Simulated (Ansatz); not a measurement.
Runs of Ansatz 0.2.0 on Ta3Cu. It takes space group I4/mmm (No. 139, tetragonal). The conventional cell has a = 4.013 Å, b = 4.013 Å, c = 8.416 Å, α = 90.00°, β = 90.00°, γ = 90.00°. Ta (site symmetry 4/mmm) has 4 Cu at 2.84 Å and 8 Ta at 2.91 Å as nearest neighbours. Ta (site symmetry -4m2) is surrounded by 8 Ta at 2.84 to 2.91 Å and 4 Cu at 2.91 Å. Cu (site symmetry 4/mmm) is surrounded by 12 Ta at 2.84 to 2.91 Å. The cell comes from a database or a generator and needn't be the stable form of this composition.

| task | level | cell | k mesh | cutoff (eV) | smearing | points for each segment of the path | mesh quality | gap on the mesh (eV) | pressure (GPa) | V0 of scaled cells (Å³/atom) | relaxed volume (Å³/atom) | B0 (GPa) |
| --- | --- | --- | --- | --- | --- | --- | --- | --- | --- | --- | --- | --- |
| band structure | PBE | as given | 7 × 7 × 7 | 420 | fermi-dirac 0.05 eV | 14 | not flagged | none | 0.4 | - | - | - |
| projected density of states | HSE06 | as given | 5 × 5 × 5 | 420 | fermi-dirac 0.05 eV | - | coarse | none | - | - | - | - |
| single point | PBE | as given | 9 × 9 × 9 | 420 | gaussian 0.1 eV | - | not flagged | none | 0.5 | - | - | - |
| projected density of states | r2SCAN0 | as given | 5 × 5 × 5 | 500 | fermi-dirac 0.05 eV | - | coarse | none | - | - | - | - |
| equation of state | PBE | as given | 9 × 9 × 9 | 420 | fermi-dirac 0.05 eV | - | not flagged | - | - | 16.99 | - | 182 |
| relaxation of cell and atoms | PBE | relaxed | 9 × 9 × 9 | 420 | fermi-dirac 0.05 eV | - | not flagged | none | 0.0 | - | (c) | - |
| projected density of states | LDA | as given | 5 × 5 × 5 | 420 | fermi-dirac 0.05 eV | - | coarse | none | (a) | - | - | - |
| relaxation of cell and atoms | PBEsol | relaxed | 9 × 9 × 9 | 420 | fermi-dirac 0.05 eV | - | not flagged | none | 0.0 | - | 16.37 | - |
| projected density of states | RPBE | as given | 5 × 5 × 5 | 420 | fermi-dirac 0.05 eV | - | coarse | none | (b) | - | - | - |
| equation of state | PBEsol | as given | 9 × 9 × 9 | 420 | fermi-dirac 0.05 eV | - | not flagged | - | - | 16.37 | - | 196 |
| relaxation of cell and atoms | BLYP | relaxed | 7 × 7 × 7 | 420 | fermi-dirac 0.05 eV | - | not flagged | none | 0.0 | - | 17.58 | - |
| relaxation of cell and atoms | revPBE | relaxed | 9 × 9 × 9 | 420 | fermi-dirac 0.05 eV | - | not flagged | none | 0.0 | - | 17.23 | - |

Alike in all rows: potentials or basis Ansatz PAW; no spin polarisation.

Fill in the values left out.

(a) -11.5; (b) 3.8; (c) 16.99.

Caveats: some runs use coarse meshes; the PAW data sets come from PBE, with cores solved anew for the run's functional, which leaves a small shift of forces and pressure (some runs); the density of states is complete only up to the lowest level of the last band computed (some runs); the plane-wave basis is chosen anew once the cell has moved, so the energies of steps on either side of that aren't comparable (some runs); the potentials were made for another functional, which shifts forces and pressure (some runs); the cell was scaled at fixed shape and fractional positions, which overstates the stiffness of a crystal with free parameters, most of all of layers and chains (some runs).

A k mesh can miss the band edges, and the runs leave out spin-orbit coupling on Ta.

A gap of «none» marks a metal or a gap under the smearing width.

Not every run made on this cell is shown here.
